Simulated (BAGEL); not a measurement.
# HF/6-31G(d) (density fitting with qzvpp-jkfit, spherical functions) run of C2H2FSi− (SMILES C#C[SiH-]F)

Aim: the energy change on altering one bond length of C2H2FSi− at HF/6-31G* (density fitting with qzvpp-jkfit, spherical functions), from 2 runs. 

The calculation is run with BAGEL 1.2.2.

2 further runs of the same task are left out: 2 set aside as unsound or not needed. Runs told in other sessions of the task aren't counted.

**1. The molecule**

C2H2FSi− has 6 atoms, charge -1, and is taken as a singlet. SMILES: `C#C[SiH-]F`. The coordinates come from a GFN2-xTB relaxation.

Bond lengths: C1–C2 1.210 Å, C2–Si3 1.869 Å, Si3–F4 1.726 Å, C1–H5 1.062 Å, Si3–H6 1.523 Å. Angles: C1–C2–Si3 160.2°, C2–Si3–F4 99.9°, C2–C1–H5 174.2°, C2–Si3–H6 99.7°, F4–Si3–H6 94.8°.

**2. A single-point energy at HF/6-31G(d) (density fitting with qzvpp-jkfit, spherical functions)**

Contents of hf.json:

```json
{ "bagel" : [

{
  "title" : "molecule",
  "basis" : "6-31gs.json",
  "df_basis" : "qzvpp-jkfit",
  "angstrom" : true,
  "geometry" : [
    { "atom" : "C", "xyz" : [    1.111270,   -0.445760,   -1.230420 ] },
    { "atom" : "C", "xyz" : [    0.327710,   -0.094560,   -0.377550 ] },
    { "atom" : "Si", "xyz" : [   -0.326790,    0.561260,    1.245330 ] },
    { "atom" : "F", "xyz" : [   -1.396830,   -0.723260,    1.675750 ] },
    { "atom" : "H", "xyz" : [    1.713780,   -0.774250,   -2.040660 ] },
    { "atom" : "H", "xyz" : [   -1.429140,    1.476570,    0.727570 ] }
  ]
},
{
  "title" : "hf",
  "charge" : -1
},
{
  "title" : "print",
  "file" : "orbitals.molden",
  "orbitals" : true
}

]}
```

The basis set 6-31G* is read from a file made from the Basis Set Exchange's data (not shown).

On the command line:

```
$ BAGEL_NUM_THREADS=1 BAGEL hf.json > hf.out
```

The log of the run:

```text
* using 1 threads per process

  ===============================================================
  ===============================================================

  *** Geometry ***

  { "atom" : "C", "xyz" : [      2.099996,     -0.842364,     -2.325157 ] },
  { "atom" : "C", "xyz" : [      0.619282,     -0.178693,     -0.713466 ] },
  { "atom" : "Si", "xyz" : [     -0.617544,      1.060628,      2.353333 ] },
  { "atom" : "F", "xyz" : [     -2.639626,     -1.366763,      3.166709 ] },
  { "atom" : "H", "xyz" : [      3.238575,     -1.463120,     -3.856289 ] },
  { "atom" : "H", "xyz" : [     -2.700683,      2.790313,      1.374908 ] },

  Number of auxiliary basis functions:      391

  Since a DF basis is specified, we compute 2- and 3-index integrals:
    o Being stored without compression. Storage requirement is 0.013 GB

  Number of basis functions:       64
  Number of electrons      :       37

    * METHOD: MOLECULE                             0.14

  *** RHF ***

  === Nuclear Repulsion ===
   126.8097802611

      * DIIS with orbital gradients will be used.

  === RHF iteration (6-31gs.json) ===
      0       -465.01554358          0.02323967           0.03
      1       -465.16204605          0.01326119           0.03
      2       -465.21730759          0.00199789           0.03
      3       -465.21949191          0.00063874           0.03
      4       -465.21972724          0.00014882           0.03
      5       -465.21975825          0.00005500           0.03
      6       -465.21976129          0.00003367           0.03
      7       -465.21976206          0.00001598           0.03
      8       -465.21976238          0.00000793           0.03
      9       -465.21976247          0.00000295           0.03
     10       -465.21976248          0.00000114           0.03
     11       -465.21976248          0.00000040           0.03
     12       -465.21976248          0.00000016           0.03
     13       -465.21976248          0.00000009           0.03
     14       -465.21976248          0.00000004           0.03
     15       -465.21976248          0.00000002           0.03
     16       -465.21976248          0.00000001           0.03
     17       -465.21976248          0.00000001           0.03
    * SCF iteration converged.

    * Permanent dipole moment:
           (   -0.381200,     0.429719,     1.033769) a.u.

    * METHOD: HF                                   0.62

    * METHOD: PRINT                                0.01

  ===============================================================
```

Run time: 0.89 s. Hardware: 1 thread of Arm Neoverse V1, shared host.

**3. The distorted shape, same level**

Contents of hf.json:

```json
{ "bagel" : [

{
  "title" : "molecule",
  "basis" : "6-31gs.json",
  "df_basis" : "qzvpp-jkfit",
  "angstrom" : true,
  "geometry" : [
    { "atom" : "C", "xyz" : [    1.646287,    0.196496,   -1.445629 ] },
    { "atom" : "C", "xyz" : [    0.862727,    0.547696,   -0.592759 ] },
    { "atom" : "Si", "xyz" : [    0.208227,    1.203516,    1.030121 ] },
    { "atom" : "F", "xyz" : [   -1.396830,   -0.723260,    1.675750 ] },
    { "atom" : "H", "xyz" : [    2.248797,   -0.131994,   -2.255869 ] },
    { "atom" : "H", "xyz" : [   -0.894123,    2.118826,    0.512361 ] }
  ]
},
{
  "title" : "hf",
  "charge" : -1
},
{
  "title" : "print",
  "file" : "orbitals.molden",
  "orbitals" : true
}

]}
```

The basis set 6-31G* is read from a file made from the Basis Set Exchange's data (not shown).

On the command line:

```
$ BAGEL_NUM_THREADS=1 BAGEL hf.json > hf.out
```

The log of the run:

```text
* using 1 threads per process

  ===============================================================
  ===============================================================

  *** Geometry ***

  { "atom" : "C", "xyz" : [      3.111032,      0.371324,     -2.731843 ] },
  { "atom" : "C", "xyz" : [      1.630318,      1.034995,     -1.120152 ] },
  { "atom" : "Si", "xyz" : [      0.393492,      2.274316,      1.946647 ] },
  { "atom" : "F", "xyz" : [     -2.639626,     -1.366763,      3.166709 ] },
  { "atom" : "H", "xyz" : [      4.249610,     -0.249433,     -4.262975 ] },
  { "atom" : "H", "xyz" : [     -1.689648,      4.004001,      0.968222 ] },

  Number of auxiliary basis functions:      391

  Since a DF basis is specified, we compute 2- and 3-index integrals:
    o Being stored without compression. Storage requirement is 0.013 GB

  Number of basis functions:       64
  Number of electrons      :       37

    * METHOD: MOLECULE                             0.14

  *** RHF ***

  === Nuclear Repulsion ===
   110.2872630103

      * DIIS with orbital gradients will be used.

  === RHF iteration (6-31gs.json) ===
      0       -464.85743914          0.02465735           0.03
      1       -465.00060069          0.01784197           0.03
      2       -465.12105230          0.00262699           0.03
      3       -465.12479276          0.00094524           0.03
      4       -465.12543279          0.00033471           0.03
      5       -465.12556014          0.00019837           0.03
      6       -465.12559639          0.00010408           0.03
      7       -465.12561429          0.00003231           0.03
      8       -465.12561565          0.00001855           0.03
      9       -465.12561595          0.00001116           0.03
     10       -465.12561613          0.00000402           0.03
     11       -465.12561614          0.00000192           0.03
     12       -465.12561615          0.00000088           0.03
     13       -465.12561615          0.00000036           0.03
     14       -465.12561615          0.00000017           0.03
     15       -465.12561615          0.00000007           0.03
     16       -465.12561615          0.00000004           0.03
     17       -465.12561615          0.00000002           0.03
     18       -465.12561615          0.00000001           0.03
    * SCF iteration converged.

    * Permanent dipole moment:
           (   -1.715614,    -0.995572,     1.789773) a.u.

    * METHOD: HF                                   0.64

    * METHOD: PRINT                                0.01

  ===============================================================
```

It took 0.92 s on 1 thread of Arm Neoverse V1, shared host.

**4. Results**

Level: HF/6-31G* (density fitting with qzvpp-jkfit, spherical functions).

| quantity | value |
| --- | --- |
| first shape: total energy | -465.21976 Eh |
| first shape: HOMO energy | -1.93 eV |
| first shape: LUMO energy | 8.66 eV |
| first shape: HOMO–LUMO gap (to an unbound level, set by the basis) | 10.58 eV |
| distorted shape: total energy | -465.12562 Eh |
| distorted shape: HOMO energy | -3.53 eV |
| distorted shape: LUMO energy | 6.45 eV |
| distorted shape: HOMO–LUMO gap (to an unbound level, set by the basis) | 9.98 eV |
| energy change with the Si3–F4 bond stretched from 1.726 to 2.590 Å | 2.562 eV |

What this shows: With the Si3–F4 bond stretched from 1.726 to 2.590 Å the energy rises by 2.56 eV (59 kcal/mol). The first shape isn't relaxed at this level, so the change isn't measured from a minimum.
